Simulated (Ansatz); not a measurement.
This script makes vertical spin-state energies of CH₇BSSi₂, SMILES [SiH3][SiH2]BC=S with Ansatz 0.2.0, Python API.

The script, `ch7bssi2.py`:
```python
'''Vertical spin-state energies of CH7BSSi2.'''

import ansatz

system = (
    ansatz.Crystal.molecule()
    .atom('Si', (-1.9072, 0.0427, 0.1719))
    .atom('Si', (-0.1212, -1.1819, 0.1907))
    .atom('B', (1.4054, -0.0337, 0.3626))
    .atom('C', (1.8034, 1.0765, -0.699))
    .atom('S', (2.8712, 1.9175, -0.5783))
    .atom('H', (-1.8783, 1.0409, -0.9715))
    .atom('H', (-3.1133, -0.7684, 0.0149))
    .atom('H', (-2.0087, 0.8603, 1.4114))
    .atom('H', (-0.018, -1.9175, -1.0239))
    .atom('H', (-0.1787, -2.1101, 1.3501))
    .atom('H', (2.1395, -0.1752, 1.3317))
    .atom('H', (1.0828, 1.1937, -1.5265))
)

calculation = system.calculation()
calculation = calculation.basis(gaussian='6-31G*')
calculation = calculation.functional('r2scan0')
found = {}
for unpaired in [0, 2]:
    data = calculation.spin('collinear', total=unpaired).run(threads=1).report
    s = unpaired / 2
    found[unpaired] = data['free_energy_ev']
    print(f'2S+1 = {unpaired + 1}: E = {found[unpaired]:.5f} eV, <S^2> = {abs(data["mean_field"]["state"]["spin_squared"]):.3f} (pure state {s * (s + 1):.2f})')
lowest = min(found, key=found.get)
for unpaired, e in found.items():
    print(f'multiplicity {unpaired + 1}: {23.060548 * (e - found[lowest]):.1f} kcal/mol above the lowest')
```

Which spin state is lowest at this geometry, and how far above lie the others?

In order: multiplicity 1 (+0.00 eV) and multiplicity 3 (+0.68 eV), all at the one geometry.

What the script printed:

`python ch7bssi2.py` gives:
```text
2S+1 = 1: E = -28408.09941 eV, <S^2> = 0.000 (pure state 0.00)
2S+1 = 3: E = -28407.41947 eV, <S^2> = 2.010 (pure state 2.00)
multiplicity 1: 0.0 kcal/mol above the lowest
multiplicity 3: 15.7 kcal/mol above the lowest
```

Notes:
- Total energies depend on the basis set; only differences at equal settings carry meaning.
- The geometry is a force-field or estimated start, not a minimum of this method, and the basis set is short of its limit. All parts are taken at fixed geometry, without zero-point energy.
- The whole script took 45 s on 1 thread of Arm Neoverse V1, with other jobs on the host, peak memory 0.44 GiB.

(Lines on the test bed's own set-up are left out of the output.)
